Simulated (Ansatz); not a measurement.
# Iron, simple cubic under LDA: ground state and equation of state

Aim: take iron in the simple cubic structure, relax it, solve it on a dense k-mesh, switch on spin-orbit coupling, then scale the cell to 7 volumes from 88 to 112 % of the relaxed one and try a fit of the equation of state. The k-meshes are 13×13×13 for the relaxation; 23×23×23 for the dense run; 14×14×14 for spin-orbit coupling; 16×16×16 for the volumes.

This is Fe in the simple cubic structure; at room conditions it is bcc.

Computed with Ansatz 0.2.0 (DFT LDA (PW92), plane waves (420 eV) with PAW, scalar-relativistic; the PAW data stem from PBE, with regenerated cores, unless a step says otherwise).

## Step 1: The starting structure

Symmetry: Pm-3m, No. 221, cubic system. Conventional cell: a = 2.334 Å, b = 2.334 Å, c = 2.334 Å, α = 90.00°, β = 90.00°, γ = 90.00°. Fe (site symmetry m-3m) is surrounded by 6 Fe at 2.33 Å.

Structure file:

```cif
data_structure
_symmetry_space_group_name_H-M 'P 1'
_symmetry_Int_Tables_number 1
_cell_length_a 2.3343
_cell_length_b 2.3343
_cell_length_c 2.3343
_cell_angle_alpha 90.000
_cell_angle_beta 90.000
_cell_angle_gamma 90.000
_cell_volume 12.72
loop_
_atom_site_label
_atom_site_type_symbol
_atom_site_fract_x
_atom_site_fract_y
_atom_site_fract_z
_atom_site_occupancy
Fe1 Fe 0.00000 0.00000 0.00000 1
```

## Step 2: Relaxation of the cell

Contents of input.yaml:

```yaml
crystal:
  lattice:
    - [2.3342634294, 0.0, 0.0]
    - [0.0, 2.3342634294, 0.0]
    - [0.0, 0.0, 2.3342634294]
  atoms:
    - { symbol: Fe, position: [0.0, 0.0, 0.0] }
hamiltonian:
  xc: lda
  pseudopotentials:
    kind: paw
    azcp:
      Fe: "pseudopotentials/Fe.paw.azcp"
basis:
  ecutwfc: 420
  fft_grid_basis: typed
kpoints:
  mp_grid: { grid: [13, 13, 13], shift: [0, 0, 0] }
magnetization:
  spin_polarized: false
scf:
  occupations: { method: fermi_dirac, width: 0.1 }
relax:
  max_steps: 60
  f_tol: 0.01
  cell: {}
```

The runs that follow: The energy on a finer k-mesh; Spin-orbit coupling switched on; Volume × 0.88; Volume × 0.92; Volume × 0.96; Volume × 1.0; Volume × 1.04; Volume × 1.08; Volume × 1.12.

Q: Predict the outcome of this session. Wanted: space group; conventional cell; volume; shortest distance; gap on the mesh; relative to bcc, ferromagnetic; V₀, B₀, B₀′.

The runs gave:

| quantity | value |
| --- | --- |
| space group (spins left aside) | Pm-3m (No. 221) |
| conventional cell | a = 2.213 Å |
| volume | 10.838 Å³/atom |
| shortest distance | 2.213 Å |
| gap on the mesh | none (levels filled in part) |
| relative to bcc, ferromagnetic | +937 meV/atom |
| V₀, B₀, B₀′ | 10.804 Å³/atom, 255 GPa, 4.4 |

What this shows: From the guessed start the volume shrank by 14.8 % in 7 steps. It lies 937 meV/atom above the element's reference form at the same level (bcc, ferromagnetic, from a run of its own); part of this is magnetic energy, as this run has no moments. Levels at the Fermi energy are filled in part, as in a metal. Totals with and without spin-orbit coupling (-0.19 eV/atom apart) can't be read as binding, since the two-component data shift the zero of energy. The fitted modulus is 255 GPa. The symmetry was held, so the structure may be unstable against distortions that break it.
